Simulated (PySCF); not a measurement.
**SbP⁻: the SCF solver's settings**

The same problem is solved with other solver options, one edit a run.

Computed with PySCF 2.14.0. Level: each script names its method and basis.

5 further runs of the same task are left out: 1 for a known fault of the program, 4 that didn't finish.

## 1. The starting structure

SbP⁻: 2 atoms, charge -1, spin multiplicity 2.

Bond lengths: Sb1–P2 2.277 Å.

## 2. The base run

Contents of input.py:

```python
from pyscf import gto, dft

mol = gto.M(
    atom='Sb 0 0 0; P 0 0 2.277',
    basis='lanl2dz',
    ecp={'Sb': 'lanl2dz', 'P': 'lanl2dz'},
    charge=-1,
    spin=1,
    verbose=4,
)
mf = dft.UKS(mol, xc='b3lyp')
mf.kernel()
mf.mulliken_pop()
mf.dip_moment()
print('orbital energies (hartree):', [e[max(0, n-3):n+3].round(4) for e, n in zip(mf.mo_energy, mol.nelec)])
```

Command:

```sh
OMP_NUM_THREADS=1 python input.py
```

The log of this run is left out.

In short: E(SCF) = -11.911696 Eh, 11 cycles, ⟨S²⟩ = 0.752.

The bond length is a typed value, not an optimised one. The dipole of an ion depends on the origin.

## 3. Initial guess sap

Variant 1 changes initial guess: minao → sap.

Contents of input.py:

```python
from pyscf import gto, dft

mol = gto.M(
    atom='Sb 0 0 0; P 0 0 2.277',
    basis='lanl2dz',
    ecp={'Sb': 'lanl2dz', 'P': 'lanl2dz'},
    charge=-1,
    spin=1,
    verbose=4,
)
mf = dft.UKS(mol, xc='b3lyp')
mf.init_guess = 'sap'
mf.kernel()
mf.mulliken_pop()
mf.dip_moment()
print('orbital energies (hartree):', [e[max(0, n-3):n+3].round(4) for e, n in zip(mf.mo_energy, mol.nelec)])
```

Command:

```sh
OMP_NUM_THREADS=1 python input.py
```

## 4. Smearing width 0.005 hartree

Variant 2 changes smearing width: none → 0.005 hartree.

input.py, as its differences from that of step 2:

```diff
@@ -1,2 +1,2 @@
-from pyscf import gto, dft
+from pyscf import gto, dft, scf
 
@@ -11,2 +11,3 @@
 mf = dft.UKS(mol, xc='b3lyp')
+mf = scf.addons.smearing_(mf, sigma=0.005, method='fermi')
 mf.kernel()
```

## 5. Damping 0.5

Variant 3 changes damping: none → 0.5.

input.py, as its differences from that of step 2:

```diff
@@ -11,2 +11,4 @@
 mf = dft.UKS(mol, xc='b3lyp')
+mf.damp = 0.5
+mf.diis_start_cycle = 8
 mf.kernel()
```

## 6. Smearing width 0.2 hartree

Variant 4 changes smearing width: none → 0.2 hartree.

input.py, as its differences from that of step 2:

```diff
@@ -1,2 +1,2 @@
-from pyscf import gto, dft
+from pyscf import gto, dft, scf
 
@@ -11,2 +11,3 @@
 mf = dft.UKS(mol, xc='b3lyp')
+mf = scf.addons.smearing_(mf, sigma=0.2, method='fermi')
 mf.kernel()
```

Q: Predict the outcome of this session. Wanted: for each run, E(SCF); from base; gap, α spin.

As calculated:

| run | E(SCF) (hartree) | from base (eV) | cycles | gap, α spin (eV) |
| --- | --- | --- | --- | --- |
| base | -11.911696 | 0 | 11 | 1.24 |
| initial guess sap | -11.911696 | 0.0000 | 12 | 1.24 |
| smearing width 0.005 hartree | -11.889890 | not comparable | 8 | n/a |
| damping 0.5 | -11.911696 | 0.0000 | 19 | 1.24 |
| smearing width 0.2 hartree (poor choice) | -10.887089 | not comparable | 10 | n/a |

Distance from each run's final energy (log10 hartree) by cycle:

| run | cycle 1 | cycle 2 | cycle 3 | cycle 5 | cycle 8 | cycle 12 |
| --- | --- | --- | --- | --- | --- | --- |
| base | -0.9 | -0.3 | -1.6 | -4.8 | -6.4 | done |
| initial guess sap | 0.1 | 0.2 | -0.2 | -2.3 | -5.1 | < -11 |
| smearing width 0.005 hartree | -0.9 | -0.3 | -1.6 | -5.7 | -10.1 | done |
| damping 0.5 | -0.9 | -1.0 | -0.9 | -0.9 | -0.2 | -3.1 |
| smearing width 0.2 hartree (poor choice) | -0.7 | -1.3 | -2.1 | -4.1 | -7.4 | done |

**Reading.** The highest filled level of this anion is positive: the basis lacks diffuse functions or the electron is not bound, so these numbers hang on the basis. No change of the SCF energy comes from initial guess sap or damping 0.5. The base needs 11 cycles and the run with damping 0.5 needs 19. Rows marked «poor choice» come from settings spoiled on purpose.
